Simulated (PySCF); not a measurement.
**A diatomic session: BIr**

The task here is to estimate one member of a computed series from the others.

Program: PySCF 2.14.0. Level of theory: B x2c-TZVPPall, Ir x2c-TZVPPall, spin-free X2C with a Gaussian nucleus. These are calculated values, not measurements.

The first run:

A driver script around PySCF takes these settings:

- atoms: B, Ir
- charge: 0
- basis: B x2c-TZVPPall, Ir x2c-TZVPPall
- Hamiltonian: spin-free X2C with a Gaussian nucleus
- basis functions: 128
- electrons treated: 82
- masses in u: 11.0093, 192.9629
- levels: PBE0, PBE, r²SCAN, PBEsol, B97-3, B2PLYP, B3LYP, ωB97M-V, HF, MP2, SCS-MP2
- grid: 80 radial by 434 angular points
- occupations: held fixed by the projection of orbital angular momentum
- dissociation limit: B + Ir, each in its ground configuration
- starting distance in angstrom: 2.000
- values of 2S to try: 0, 2, 4, 6

Command:

```
> OMP_NUM_THREADS=2 python dia.py task.json out
```

Steps of the session up to this table: The job; PBE0 along the bond; Excited determinants; PBE; r²SCAN (meta-GGA); PBEsol (GGA); B97-3 (global hybrid GGA); B2PLYP (double hybrid); B3LYP; ωB97M-V; ROHF.

One of the session's tables, all rows but one given; the rest of the session is left out.

Energy (eV) from each level's lowest point:

| R (Å) | ROHF | ROHF-MP2 | ROHF-SCS-MP2 | PBE | PBEsol |
| --- | --- | --- | --- | --- | --- |
| 1.507 | 1.473 | 1.766 | 1.760 | 1.670 | 1.584 |
| 1.577 | 0.665 | 0.781 | 0.788 | 0.769 | 0.710 |
| 1.647 | ? | ? | ? | ? | ? |
| 1.699 | 0.056 | 0.029 | 0.039 | 0.067 | 0.050 |
| 1.752 | 0.000 | 0.000 | 0.000 | 0.000 | 0.000 |
| 1.805 | 0.020 | 0.114 | 0.092 | 0.030 | 0.046 |
| 1.875 | 0.118 | 0.445 | 0.371 | 0.181 | 0.218 |
| 1.962 | 0.287 | 1.016 | 0.856 | 0.487 | 0.549 |
| 2.067 | 0.513 | 1.713 | 1.457 | 0.949 | 1.037 |
| 2.208 | 0.839 | 2.537 | 2.185 | 1.606 | 1.726 |

**Question.** Estimate the row for R (Å) = 1.647.

Worked estimate for «ROHF». A straight line through the neighbours (1.577, 0.665) and (1.699, 0.056) gives 0.665 + (0.056 − 0.665) × (1.647 − 1.577) / (1.699 − 1.577) = 0.316; a parabola fitted to 4 rows on both sides gives 0.202.

The run gave: ROHF: 0.218; ROHF-MP2: 0.221; ROHF-SCS-MP2: 0.234; PBE: 0.258; PBEsol: 0.223. In «ROHF» the line misses by +0.098 and the parabola by -0.016.
